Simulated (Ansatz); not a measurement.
# GaH3+ (doublet): inputs that go wrong at scale of all distances = 1.482

4 inputs are run for GaH3+ (doublet) as typed; the log has to tell whether the result can be used and what must change.

Program: Ansatz 0.2.0, Gaussian basis. Level of theory: the settings change from run to run. These are calculated values, not measurements.

14 further runs of the same task are left out: 1 for a known fault of the program, 12 that didn't finish, 1 set aside as unsound or not needed.

**1. The system**

The geometry derives from a PBE0/def2-TZVP stationary point (not a proven minimum). All distances are scaled together. No spin-orbit coupling is included. The filled d shell of Ga may be among the frozen orbitals whatever the setting's name suggests; the logs give the count.

4 atoms, charge 1, spin multiplicity 2.

Atoms are counted from 1 here; the program's logs count them from 0.

No contacts short enough for the rule that draws bonds.

**2. Attempt 1**

in.yaml reads:

```yaml
crystal:
  periodic: [false, false, false]
  atoms:
    - {symbol: Ga, position_ang: [0.000000, 0.037544, 0.000000]}
    - {symbol: H, position_ang: [0.000000, -3.034036, 0.000000]}
    - {symbol: H, position_ang: [0.000000, 0.218503, -2.263266]}
    - {symbol: H, position_ang: [0.000000, 0.218503, 2.263266]}
basis:
  gaussian: {orbitals: 6-31G}
total_charge: 1
magnetization: {spin_polarized: false, initial_magnetization: 1}
hamiltonian: {pseudopotentials: {relativity: none}}
correlation: {method: fic_nevpt4_sd, electrons: outside_noble_gas, active_space: {window: {electrons: 1, orbitals: 2}, states: [{multiplicity: 2, weights: [0.5, 0.5, 0.5]}], root: 1}}
scf: {lower_state_search: light}
```

Run with:

```bash
$ ansatz run in.yaml --threads 1 --pin off --events-out ev --progress --plain --max-ram 2393MiB
```

Standard output:

```text
Functional definition: HF
  name "HF"
  cite "Fock, Z. Phys. 61, 126 (1930) doi:10.1007/BF01340294"
  parent pbe
  exchange = exact_x
  correlation = 0
572 factors; integrals over basis functions are off by at most 1.3e-7 eV
mean field evaluation 1: about -52357.4685 eV, gradient 7.2e0 eV
mean field evaluation 2: about -52357.4744 eV, gradient 7.2e0 eV
mean field evaluation 4: about -52358.5920 eV, gradient 1.3e0 eV
mean field evaluation 8: about -52358.6296 eV, gradient 3.0e-1 eV
mean field evaluation 16: about -52354.0619 eV, gradient 8.5e-1 eV
mean field -52358.63169545 eV, -1924.1442248525 hartree, gradient 3.2e-6 eV, S^2 0.750000; 2 other end points of the search recorded, 0 dependent functions left out
reference -52358.63169545 eV, -1924.1442248525 hartree; 17, 16 occupied and 18, 19 virtual orbitals, 572 factors
Error: 3 states are sought, and the space of determinants holds 2 states of this symmetry and spin
```

Wall time 0.42 s (1 thread of Arm Neoverse V2, shared host).

**Diagnosis.** The run stopped with an error. It says: «3 states are sought, and the space of determinants holds 2 states of this symmetry and spin». Cure: ask for fewer states or enlarge the space.

**3. Attempt 2**

in.yaml reads:

```yaml
crystal:
  periodic: [false, false, false]
  atoms:
    - {symbol: Ga, position_ang: [0.000000, 0.037544, 0.000000]}
    - {symbol: H, position_ang: [0.000000, -3.034036, 0.000000]}
    - {symbol: H, position_ang: [0.000000, 0.218503, -2.263266]}
    - {symbol: H, position_ang: [0.000000, 0.218503, 2.263266]}
basis:
  gaussian: {orbitals: aug-cc-pVDZ}
total_charge: 1
correlation: {method: sc_nevpt2, electrons: outside_noble_gas, active_space: {window: {electrons: 3, orbitals: 3}}}
scf: {lower_state_search: off}
magnetization: {spin_polarized: true, initial_magnetization: 1}
```

Launched as before.

Standard output:

```text
Error: invalid value for `correlation.active_space`: it starts from restricted Hartree–Fock orbitals; set hamiltonian.xc: hf without magnetization.spin_polarized
```

It took 0.03 s on 1 thread of Arm Neoverse V2, shared host.

What is wrong: The run was refused. An active space is asked on unrestricted orbitals. Cure: drop spin_polarized: true.

**4. Attempt 3**

in.yaml reads:

```yaml
crystal:
  periodic: [false, false, false]
  atoms:
    - {symbol: Ga, position_ang: [0.000000, 0.037544, 0.000000]}
    - {symbol: H, position_ang: [0.000000, -3.034036, 0.000000]}
    - {symbol: H, position_ang: [0.000000, 0.218503, -2.263266]}
    - {symbol: H, position_ang: [0.000000, 0.218503, 2.263266]}
basis:
  gaussian: {orbitals: STO-3G}
total_charge: 1
magnetization: {spin_polarized: false, initial_magnetization: 1}
correlation: {method: sc_nevpt2, electrons: all}
output: {forces: true}
```

Same command.

Standard output:

```text
Error: this correlation method needs an active space: name one as the reference
```

Wall time 0.03 s (1 thread of Arm Neoverse V2, shared host).

What is wrong: The run was refused. This method needs an active space and has none. Cure: add an active_space block.

**5. Attempt 4**

in.yaml reads:

```yaml
crystal:
  periodic: [false, false, false]
  atoms:
    - {symbol: Ga, position_ang: [0.000000, 0.037544, 0.000000]}
    - {symbol: H, position_ang: [0.000000, -3.034036, 0.000000]}
    - {symbol: H, position_ang: [0.000000, 0.218503, -2.263266]}
    - {symbol: H, position_ang: [0.000000, 0.218503, 2.263266]}
basis:
  gaussian: {orbitals: aug-cc-pVDZ}
total_charge: 1
magnetization: {spin_polarized: false, initial_magnetization: 2}
correlation: {method: ccsdt, electrons: outside_noble_gas}
accuracy: high
```

Same command.

Standard output:

```text
Error: a molecule whose nuclei and cores have a total charge of 34 cannot have a net charge of 1 together with 2 unpaired electrons
```

Wall time 0.03 s (1 thread of Arm Neoverse V2, shared host).

**Diagnosis.** The run was refused. The number of unpaired electrons doesn't fit the electron count. To mend it, make charge and initial_magnetization agree.

**6. Summary**

| attempt | level | ended | cause | time |
| --- | --- | --- | --- | --- |
| 1 | NEVPT4(SD)(1,2)/6-31G | stopped by an error | 3 states are sought, and the space of determinants holds 2 states of this symmetry and spin | 0.42 s |
| 2 | NEVPT2(3,3)/aug-cc-pVDZ | refused | an active space is asked on unrestricted orbitals | 0.03 s |
| 3 | 'sc_nevpt2'/STO-3G | refused | this method needs an active space and has none | 0.03 s |
| 4 | CCSDT on ROHF/aug-cc-pVDZ | refused | the number of unpaired electrons doesn't fit the electron count | 0.03 s |

1 stopped by an error, 3 refused.
